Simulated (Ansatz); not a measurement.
**BFH4N2: taking an electron away**

Aim: the vertical ionisation energy of BFH4N2, as cation minus neutral at the neutral's geometry, on several levels, and how well −ε(HOMO) stands in for it.

Program: Ansatz 0.2.0, Gaussian basis. Level of theory: unrestricted cation, the program's frozen cores in correlated methods. These are calculated values, not measurements.

Levels to be run: UKS PBE-D4/def2-TZVPP; UKS r2SCAN-D4/def2-TZVPP; UKS PBE0-D4/def2-TZVPP; UKS B3LYP-D4/def2-TZVPP; UKS wB97X-V/def2-TZVPP; UKS wB97M-V/def2-TZVPP; UKS B2PLYP/def2-TZVPP; UHF-CCSD(T)/def2-TZVPP; UHF-MP2/def2-QZVPP; extrapolation to the limit; then −ε(HOMO) from the neutral's earlier runs with LDA (SPW92), PBE-D4, revPBE-D4, BLYP-D4, r2SCAN-D4, B97M-V, PBE0-D4, B3LYP-D4, r2SCANh-D4, r2SCAN0-D4, HSE06-D4, BHLYP-D4, CAM-B3LYP-D4, LC-ωPBE, ωB97X-V, ωB97M-V.

### 1 The relaxed structure

The geometry comes from an earlier relaxation with PBE0-D4 in a triple-zeta def2 set; it is a stationary point, not always the lowest conformer.

SMILES `NB(N)F`, 8 atoms, charge 0, spin multiplicity 1.

Atoms are counted from 1 here; the program's logs count them from 0.

Bond lengths: N1–B2 1.409 Å, N1–H5 1.003 Å, N1–H6 1.002 Å, B2–N3 1.409 Å, B2–F4 1.350 Å, N3–H7 1.002 Å, N3–H8 1.003 Å. Angles: B2–N1–H5 121.2°, B2–N1–H6 124.3°, H5–N1–H6 114.5°, N1–B2–N3 124.8°, N1–B2–F4 117.6°, N3–B2–F4 117.6°, B2–N3–H7 124.3°, B2–N3–H8 121.2°, H7–N3–H8 114.5°.

### 2 Cation, UKS PBE-D4/def2-TZVPP

in.yaml

```yaml
crystal:
  periodic: [false, false, false]
  atoms:
    - {symbol: N, position_ang: [-0.498809, 1.126235, -0.251377]}
    - {symbol: B, position_ang: [-0.102643, -0.220535, -0.374686]}
    - {symbol: N, position_ang: [0.632294, -0.934089, 0.593120]}
    - {symbol: F, position_ang: [-0.452692, -0.874815, -1.502091]}
    - {symbol: H, position_ang: [-1.022252, 1.582849, -0.975187]}
    - {symbol: H, position_ang: [-0.293354, 1.705107, 0.540467]}
    - {symbol: H, position_ang: [0.943130, -0.547955, 1.464098]}
    - {symbol: H, position_ang: [0.886528, -1.893897, 0.449856]}
basis:
  gaussian: {orbitals: def2-TZVPP}
total_charge: 1
magnetization: {spin_polarized: true, initial_magnetization: 1}
hamiltonian: {xc: pbe, dispersion: d4}
```

Further steps of the session: Cation, UKS r2SCAN-D4/def2-TZVPP; Cation, UKS PBE0-D4/def2-TZVPP; Cation, UKS B3LYP-D4/def2-TZVPP; Cation, UKS wB97X-V/def2-TZVPP; Cation, UKS wB97M-V/def2-TZVPP; Cation, UKS B2PLYP (frozen core)/def2-TZVPP; Cation, UHF-CCSD(T)/def2-TZVPP; Cation, UHF-MP2/def2-QZVPP.

**Question.** What will the summary of the whole plan be? Wanted: ionisation energy, CCSD(T)/CBS; nearest functional by difference; nearest −ε(HOMO); −ε(HOMO) of PBE; T1 of the cation.

**Answer**, as computed:

```
                        quantity               value
  ionisation energy, CCSD(T)/CBS             9.97 eV
nearest functional by difference  ωB97X-V (-0.21 eV)
                nearest −ε(HOMO)  LC-ωPBE (+0.06 eV)
                 −ε(HOMO) of PBE             5.69 eV
                T1 of the cation               0.043
```

In words: Energy differences with functionals land within 0.66 eV of the reference. −ε(HOMO) of PBE misses by 4.3 eV, since self-interaction lifts the level. Among orbital estimates LC-ωPBE comes nearest. Hartree-Fock falls 1.09 eV short, as the neutral has more correlation energy than the cation. The cation's T1 (from the report) is 0.043, near the customary mark of 0.045 for open shells, so the coupled-cluster value is less safe. The cation may have settled in a state other than its lowest; no search over hole states beyond the program's own was made.
